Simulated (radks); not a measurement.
**Sb³⁺ in [Kr] 4d10 5s2: an all-electron calculation**

An exercise on one series of results from a longer session: the logs are not shown, and one member is left open.

Method: Dirac Kohn-Sham, PBE, spin-unpolarised, spherical densities, point nucleus. Code: radks (a radial shooting solver on a logarithmic mesh, Libxc functionals) version 1.

### What is computed

```
element       : antimony (Z = 51)
charge        : +3
electrons     : 48
configuration : [Kr] 4d10 5s2
```

Outer shells as boxes (Hund's rule):

Sb³⁺
```
[Kr] core
4d [↑↓][↑↓][↑↓][↑↓][↑↓]
5s [↑↓]
```

The first run:

Input:

```text
Z 51
configuration [Kr] 4d10 5s2
relativity Dirac
functional pbe,pbe
spin unpolarised
j_filling energy
nucleus point
c 137.035999084
```

Launch:

```bash
$ python run_ks.py task.json out
```

This one command runs every case of the session in turn.

Steps of the session up to this table: Self-consistent calculation.

One of the session's tables, all rows but one given; the rest of the session is left out.

It belongs to the step «Shells». Radial moments (bohr):

```
level      <r>  outermost maximum (interpolated)  90 % within  nodes
1s1/2  0.02842                            0.0183       0.0511      0
2s1/2   0.1222                             0.104        0.189      1
2p1/2   0.1033                            0.0798        0.169      0
2p3/2   0.1087                            0.0844        0.177      0
3s1/2   0.3302                             0.300        0.486      2
3p1/2   0.3208                             0.286        0.483      1
3p3/2   0.3321                             0.297        0.499      1
3d3/2        ?                                 ?            ?      ?
3d5/2   0.3069                             0.246        0.483      0
4s1/2   0.7905                             0.723         1.14      3
4p1/2   0.8319                             0.746         1.22      2
4p3/2   0.8608                             0.770         1.26      2
4d3/2    1.013                             0.841         1.56      1
4d5/2    1.025                             0.850         1.58      1
5s1/2    2.022                              1.81         2.91      4
```

Estimate the missing values for 3d3/2.

The run gave: <r>: 0.3033; outermost maximum (interpolated): 0.243; 90 % within: 0.478; nodes: 0. In the column «<r>» it lies between 2s1/2 (0.1222) and 3d5/2 (0.3069).
